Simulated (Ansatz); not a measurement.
# In2H in Ansatz: projected density of states with PBE

Aim: the projected density of states of In2H with PBE.

All numbers are computed with Ansatz 0.2.0; they aren't measurements. Logs are shortened: lines on timing, memory, paths and dates and some standing lists are left out, and cuts for length are marked.

### Step 1. The structure

The cell holds a sheet with vacuum, 3 atoms: a = 4.956 Å, b = 4.956 Å, c = 25.487 Å, α = 90.00°, β = 90.00°, γ = 120.00°.

The cell was built by a generator and needn't be a form met in nature.

### Step 2. Projected density of states, PBE

Contents of input.yaml:

```yaml
crystal:
  lattice:
    - [4.95568, 0.0, 0.0]
    - [-2.47784, 4.29174, 0.0]
    - [0.0, 0.0, 25.48707]
  atoms:
    - { symbol: In, position: [0.33333, 0.66667, 0.28867] }
    - { symbol: In, position: [0.66667, 0.33333, 0.28867] }
    - { symbol: H, position: [0.0, 0.0, 0.28892] }
kpoints:
  mp_grid: { grid: [6, 6, 1] }
  band_path:
    path:
      - [0.0, 0.0, 0.0]
      - [0.5, 0.0, 0.0]
      - [0.3333333333, 0.3333333333, 0.0]
      - [0.0, 0.0, 0.0]
      - [0.0, 0.0, 0.5]
      - [0.5, 0.0, 0.5]
      - [0.3333333333, 0.3333333333, 0.5]
      - [0.0, 0.0, 0.5]
    npoints: 6
scf:
  occupations: { method: fermi_dirac, width: 0.05 }
hamiltonian:
  xc: pbe
  pseudopotentials: { kind: all_electron, lapw: { basis_error: 0.002 } }
output:
  forces: true
  stress: true
  eigenvalues: true
  fatbands: true
  dos: { projected: true, de: 0.2, e_range: [-10, 8] }
  populations: true
```

Potentials or basis: all-electron LAPW, scalar-relativistic.

The run is started by

```
$ ansatz run input.yaml --threads 4 --pin off --max-ram 14336MiB --backend cpu --events-out ev --progress --plain --runs-dir out
```

What it wrote:

```text
Warning: the atoms were moved onto the symmetric positions of the space group found under crystal.symmetry.tolerance 1.0e-5 (fractional; no operation is sought that the atoms, as they stand in a round, miss by more than twice it, and no atom is moved by as much as it), and the run uses the moved positions. Before a round's move an operation carried an atom to 4.96e-5 Å from where it should land, the largest such distance. Atom 0 (counting from 0) moved farthest, by 2.86e-5 Å; the longest move in fractions of the cell, of whichever atom, is 0.47 of the tolerance, in 1 round. To run the atoms as typed, lower crystal.symmetry.tolerance until the operations that they miss are no longer found, or set crystal.symmetry.detect: false (a key that needs symmetry detection or time reversal refuses this as the deck is read). The positions used, in the order of the run's atom list: position: [0.3333333333333333, 0.6666666666666666, 0.28867]; position: [0.6666666666666666, 0.3333333333333333, 0.28867]; position: [0.0, 0.0, 0.28892]; The lattice was moved too: crystal.lattice keeps the space group found at crystal.symmetry.tolerance 1.0e-5 only nearly: the operation that it misses by the most changes a squared length by the fraction 1.93e-6. The run uses the lattice that is a stretch of the typed one, with no rotation, onto the one that keeps every operation to a double's rounding (on a very oblique basis the stretch itself rounds by more); the deck's lattice vector that moved farthest moved by 2.76e-6 Å. To run the lattice as typed, set crystal.symmetry.tolerance under 1.92e-6, the least fraction by which an operation that the lattice misses changes a squared length (the same key also sets how far an atom may lie from its image, so lowering it can lose operations that the atoms keep only within it), or set crystal.symmetry.detect: false, as for the atoms. crystal.lattice made exact, in Å and degrees: [[4.955677244292651, 0.0, 0.0], [-2.4778386221463253, 4.291742386513897, 0.0], [0.0, 0.0, 25.48707]]. Pasted over the deck's crystal.lattice, beside positions in fractional coordinates, it runs the same cell (given as lengths and angles, that cell in the form's own orientation, a rigid turn of the misfit's size from the one run here, for which a checkpoint.post_process_only pass over this run's state can be refused: where this run relaxes nothing, give such a pass this deck's own crystal.lattice, as typed; behind a relaxation, as crystal.lattice, the state's own cell, identity.cell in its checkpoint.json), and a matrix so pasted ends this notice, except on a very skew basis of the lattice, where the rounding of the pasted numbers themselves can read as a misfit: the cell is then moved again, and that move is told again. The lattice as run is in this notice's lattice.as_run_ang field (Run.prep()["deck_notices"] in Python, the deck_notice line of an events file, deck_notices of ansatz run --dry-run=json, or deck_notices in record.json in the deck's checkpoint.write directory).
Warning: RAYON_NUM_THREADS=4 ignored (pool sized by the plan → 4); use --threads N
In: projections on atomic orbitals take those of the free atom 1s2 2s2 2p6 3s2 3p6 3d10 4s2 4p6 4d10 5s2 5p1, of charge +0.00 (hamiltonian.pseudopotentials.projection_atoms)
H: projections on atomic orbitals take those of the free atom 1s1, of charge +0.00 (hamiltonian.pseudopotentials.projection_atoms)
LAPW: plane waves up to 7.722 Å⁻¹, error target 2.0e-3 eV per atom; small_component_spin mean_spin; H in spheres of 1.431 Å, 1 of its electrons in bands, Dirac shells []; In in spheres of 1.431 Å, 21 of its electrons in bands, Dirac shells [] (how accurate: hamiltonian.pseudopotentials.lapw.basis_error, Limitations)
Engine: ansatz 0.2.0, x86_64-unknown-linux-gnu
Pseudopotentials: kind: all_electron
Pseudopotential: In, LAPW, valence charge 21, lapw/all_electron/scalar/gaussian/In, Koelling and Harmon's equation, gaussian nucleus
Pseudopotential: H, LAPW, valence charge 1, lapw/all_electron/scalar/gaussian/H, Koelling and Harmon's equation, gaussian nucleus
Functional definition: PBE
  parameter kappa = 0.804
  parameter beta = 0.06672455060314922
  exchange = pbe_x(kappa = kappa, mu = beta*pi^2/3)
  correlation = pbe_c(beta = beta)
Crystal: 3 atoms, lattice volume = 542.071 Å³
Basis set: ecut = 227.19440246033358 eV, 4131 PW (Γ), exchange–correlation at level 2
Bands: 26, of which v1, the nominal top of the filled ones, is band 22 counted from 1 (21 counted from 0)
Symmetry: 12 space group operations
Space group: P6mm (ITA 183), of the structure as read, at distance tolerance 8.2e-5 Å
k-points: 7 of 36
Non-local potential: In, projectors of the file, none
Non-local potential: H, projectors of the file, none
Initial wavefunctions: plane waves of lowest kinetic energy (no species holds an atomic orbital)
Functional: x = pbe(κ = 0.804, μ = 0.2195149727645171), c = pbe(β = 0.06672455060314922)
iter 1 solved again at ethr=2.36e-3 eV; its pass at ethr=1.00e-1 eV (dr2=1.02e0 eV) is discarded
SCF iter   1: F=—  HF=-320105.905505 eV  |F-HF|=—  |Δ(HF+E_count)|=         —  Δρ=7.84e-3  dr2=1.03e0  ethr=2.36e-3  ⟨swp⟩=2.9  Hψ=1175  notcnv=0
preconditioner: auto → LDOS  [insulator: Δε(μ)=0.452 eV  Ē_g=14.400 eV  σ=0.050 eV  W_gap=0.57  n_scr=68 (ndim 8)  ℏωp=8.3 eV  f_vac=0.799  D(μ)=2.10/eV (n_scr^D=6)  ε∞_Penn≈1.3  β→1.0]
SCF iter   2: F=—  HF=-320105.953281 eV  |F-HF|=—  |Δ(HF+E_count)|=   4.78e-2  Δρ=8.90e-3  dr2=1.11e0  ethr=2.36e-3  ⟨swp⟩=3.9  Hψ=619  notcnv=0
iter 3 solved again at ethr=1.09e-4 eV; its pass at ethr=2.36e-3 eV (dr2=4.70e-2 eV) is discarded
SCF iter   3: F=—  HF=-320105.230916 eV  |F-HF|=—  |Δ(HF+E_count)|=   7.22e-1  Δρ=1.59e-3  dr2=4.72e-2  ethr=1.09e-4  ⟨swp⟩=2.0  Hψ=972  notcnv=0
SCF iter   4: F=—  HF=-320105.275652 eV  |F-HF|=—  |Δ(HF+E_count)|=   4.47e-2  Δρ=2.90e-3  dr2=1.32e-1  ethr=1.09e-4  ⟨swp⟩=3.7  Hψ=623  notcnv=0  defer=2  recentre
SCF iter   5: F=—  HF=-320105.232720 eV  |F-HF|=—  |Δ(HF+E_count)|=   4.29e-2  Δρ=7.21e-4  dr2=6.63e-3  ethr=1.09e-4  ⟨swp⟩=3.0  Hψ=579  notcnv=0
SCF iter   6: F=—  HF=-320105.230162 eV  |F-HF|=—  |Δ(HF+E_count)|=   2.56e-3  Δρ=1.58e-4  dr2=5.76e-4  ethr=1.54e-5  ⟨swp⟩=2.9  Hψ=543  notcnv=0
SCF iter   7: F=—  HF=-320105.230386 eV  |F-HF|=—  |Δ(HF+E_count)|=   2.24e-4  Δρ=1.06e-4  dr2=1.62e-4  ethr=1.34e-6  ⟨swp⟩=3.0  Hψ=564  notcnv=0
SCF iter   8: F=—  HF=-320105.230318 eV  |F-HF|=—  |Δ(HF+E_count)|=   6.77e-5  Δρ=3.38e-5  dr2=1.70e-5  ethr=3.76e-7  ⟨swp⟩=2.6  Hψ=530  notcnv=0
SCF iter   9: F=—  HF=-320105.230313 eV  |F-HF|=—  |Δ(HF+E_count)|=   4.68e-6  Δρ=5.02e-6  dr2=5.21e-7  ethr=3.95e-8  ⟨swp⟩=3.0  Hψ=539  notcnv=0
SCF iter  10: F=-320105.230313 eV  HF=-320105.230313 eV  |F-HF|=5.59e-9  |Δ(HF+E_count)|=   7.96e-8  Δρ=1.64e-6  dr2=5.34e-8  ethr=1.21e-9  ⟨swp⟩=3.0  Hψ=551  notcnv=0
SCF 1 converged in 10 iterations: F = -320105.230313 eV  dr2 = 5.34e-8
NSCF: frozen V_eff on 43 k-points
SCF converged after 10 iterations
Free energy (F): -320105.230313 eV
Harris-Foulkes:  -320105.230313 eV  (|F-HF|=5.59e-9)
Internal energy: -320105.211495 eV  (E = F + TS)
E sigma→0 (E₀):  -320105.220904 eV
Entropy (-TS):   -0.018819 eV (-6.273 meV/atom)
Fermi energy:    -2.219927 eV
--- Per-component energies (eV) ---
  E_band       = -1758.679766
  E_kinetic    = 335988.178578
  E_xc         = -8712.250133
  E_electrostatic = -647381.139940  (all electrons and nuclei)
  E_smearing   = -0.018819  (= −TS)
  E_closure    = 0.000000  (closes the sum)
  E_atoms      = -320099.340570  (free atoms, spherical and without spin; not in F)
  Σ components = -320105.230313   (vs F -320105.230313, Δ=0.00e0)
  Basis errors (estimates in eV, not in F): energy 6.0e-4 per atom: plane waves 5.6e-4 (3.5e-4 summed), levels above the bands 4.2e-36, relativity 4.7e-8, radial functions 3.7e-5, core shells 7.0e-8; eigenvalues (radial functions only) 2.3e-6; not estimated: angular momenta, meshes, grids; target (lapw.basis_error) 2.0e-3; muffin-tin radii H 1.431 Å, In 1.431 Å
--- Forces (eV/Å), atoms counted from 1 ---
  atom   1  In     0.00000000    -0.00000000     0.00081933
  atom   2  In     0.00000000     0.00000000     0.00081933
  atom   3  H     -0.00000000    -0.00000000    -0.00170046
  max |Σ_I F_I| component: 6.18e-5 eV/Å
--- Stress (GPa, compression-positive) ---
        0.094701      -0.000000      -0.000000
       -0.000000       0.094701      -0.000000
       -0.000000       0.000000       0.000287
  P = ⅓ Tr σ = 0.0632 GPa (0.632 kbar)
--- Band table (eV; the first three rows and the last of 7) ---
  k-point 0: bands = ["-117.7144", "-117.7112", "-76.2480", "-76.2441", "-76.1774", "-76.1774", "-76.1534", "-76.1534", "-17.0293", "-16.8941", "-16.8941", "-16.8831", "-16.8831", "-16.6349", "-16.6349", "-16.6260", "-16.6260", "-16.6078", "-9.5973", "-2.9127", "-2.2014", "-1.6905", "-1.2631", "-1.2631", "0.9300", "1.5637"]
  k-point 1: bands = ["-117.7142", "-117.7114", "-76.2478", "-76.2444", "-76.1777", "-76.1761", "-76.1547", "-76.1531", "-17.0295", "-16.9448", "-16.9354", "-16.9009", "-16.8831", "-16.6486", "-16.6282", "-16.6193", "-16.5565", "-16.5541", "-9.3722", "-3.6881", "-2.6856", "-2.5218", "-1.7338", "0.3975", "1.1511", "1.7850"]
  k-point 2: bands = ["-117.7137", "-117.7119", "-76.2472", "-76.2450", "-76.1783", "-76.1729", "-76.1579", "-76.1524", "-17.0617", "-17.0254", "-16.9704", "-16.9135", "-16.8562", "-16.6808", "-16.6330", "-16.6158", "-16.4645", "-16.4530", "-8.6995", "-5.7180", "-2.9528", "-2.3638", "-2.0423", "0.8352", "1.7759", "2.2105"]
  k-point 6: bands = ["-117.7128", "-117.7128", "-76.2461", "-76.2461", "-76.1793", "-76.1654", "-76.1654", "-76.1515", "-17.1532", "-16.9886", "-16.9886", "-16.9333", "-16.7694", "-16.7694", "-16.5981", "-16.5715", "-16.5715", "-16.3101", "-7.1529", "-7.1529", "-5.5352", "-0.6808", "-0.6808", "0.3491", "2.2171", "3.0898"]
--- Löwdin populations: 3 sites ---
  site symbol       q [e]
     0     In     48.9024
     1     In     48.9024
     2      H      1.1228
  spilling = 0.000731 (of n_electrons = 99.000000)
```

Run time: 73 s. Hardware: 4 threads of Intel Xeon at 2.50GHz (Skylake/Cascade Lake), shared host; peak memory 1.1 GiB.

Results:

```
Free energy             : -320105.2303 eV
Band gap along the path : none (metal or under the smearing width)
Loewdin charges         : In +0.10; H -0.12 e
Work function           : 3.93 eV
```

Levels at the corners of the path, in eV from the Fermi level:
```
point  band 19  band 20  band 21  band 22  band 23  band 24
    Γ    -7.38    -0.69     0.02     0.53     0.96     0.96
    M    -5.66    -4.79    -0.89    -0.39     0.82     2.08
    K    -4.93    -4.93    -3.32     1.54     1.54     2.57
    Γ    -7.38    -0.69     0.02     0.53     0.96     0.96
    A    -7.38    -0.69     0.02     0.53     0.96     0.96
    L    -5.66    -4.79    -0.89    -0.39     0.82     2.08
    H    -4.93    -4.93    -3.32     1.54     1.54     2.57
    A    -7.38    -0.69     0.02     0.53     0.96     0.96
```

States per cell in windows of 1 eV (zero at the Fermi level; states under -8 eV left out):
| from (eV) | total | In1 5p | In2 5p | H3 1s | In1 5s | In2 5s | In1 4d |
| --- | --- | --- | --- | --- | --- | --- | --- |
| -8.0 | 0.29 | 0.02 | 0.02 | 0.03 | 0.11 | 0.11 | 0.00 |
| -7.0 | 0.95 | 0.11 | 0.11 | 0.05 | 0.33 | 0.33 | 0.00 |
| -6.0 | 0.75 | 0.11 | 0.11 | 0.02 | 0.25 | 0.25 | 0.00 |
| -5.0 | 0.82 | 0.18 | 0.18 | 0.05 | 0.20 | 0.20 | 0.00 |
| -4.0 | 0.58 | 0.13 | 0.13 | 0.04 | 0.13 | 0.13 | 0.00 |
| -3.0 | 0.89 | 0.21 | 0.21 | 0.21 | 0.12 | 0.12 | 0.00 |
| -2.0 | 1.12 | 0.21 | 0.21 | 0.37 | 0.15 | 0.15 | 0.00 |
| -1.0 | 1.39 | 0.41 | 0.41 | 0.36 | 0.09 | 0.09 | 0.00 |
| 0.0 | 2.10 | 0.94 | 0.94 | 0.13 | 0.03 | 0.03 | 0.00 |
| 1.0 | 1.18 | 0.40 | 0.40 | 0.27 | 0.04 | 0.04 | 0.00 |
| 2.0 | 1.69 | 0.67 | 0.67 | 0.08 | 0.09 | 0.09 | 0.00 |
| 3.0 | 1.45 | 0.27 | 0.27 | 0.02 | 0.04 | 0.04 | 0.00 |
| 4.0 | 2.60 | 0.32 | 0.32 | 0.16 | 0.15 | 0.15 | 0.00 |
| 5.0 | 0.20 | 0.03 | 0.03 | 0.01 | 0.01 | 0.01 | 0.00 |
| 6.0 | 0.00 | 0.00 | 0.00 | 0.00 | 0.00 | 0.00 | 0.00 |
| 7.0 | 0.00 | 0.00 | 0.00 | 0.00 | 0.00 | 0.00 | 0.00 |

Caveat: spin-orbit coupling is left out, which moves the levels of the heavy elements; the density of states is complete only up to the lowest level of the last band computed.

### Step 3. The reference run

An earlier run on the cell as given: functional PBE; potentials or basis all-electron LAPW, scalar-relativistic; cutoff 245 eV (chosen from the basis error); basis error allowed 0.001 eV/atom; k mesh 6 × 6 × 1; occupations fermi-dirac, width 0.05 eV; no spin polarisation.

* Band gap on the k mesh: none (metal or under the smearing width)
* Loewdin charges: In +0.10; H -0.12 e
* Work function: 3.93 eV
